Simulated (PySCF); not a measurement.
# H2Se (Hydrogen selenide): the cost of one run

Programs: PySCF 2.14.0, with density-fitted response routines of our own. Each step states its level of theory. These are calculated values for one molecule, in the gas phase or a continuum, unless marked as measured. Atoms count from 0, in the outputs and in this text.

### 1 The molecule as given

3 atoms, charge 0, multiplicity 1; geometry from: GFN2-xTB. The atoms were then displaced at random by about 0.01 Å, so the start is not that level's minimum.

Bonds of the start (Å): Se0–H1 1.44, Se0–H2 1.39.

### 2 Relaxing the molecule at PBE0-D3(BJ)/def2-TZVP

Job settings and geometry (Å):

```
{"job": {"xc": "PBE0", "basis": "def2-TZVP", "d3": "d3bj", "grid": 2, "shake": 0.01, "kind": "geom"}, "charge": 0, "multiplicity": 1}
Se     0.024750     0.643160     0.001820
H     -1.030580    -0.339000    -0.012530
H      1.011840    -0.339100    -0.008470
```

Run with:

```bash
$ OMP_NUM_THREADS=1 python probes_run.py task.json out
```

This one command runs all jobs of the session in turn.

Q: Estimate the wall time and peak memory of this first job on 1 thread of Arm Neoverse N1, shared host.

About 6.2 s, with a peak of 0.28 GiB.
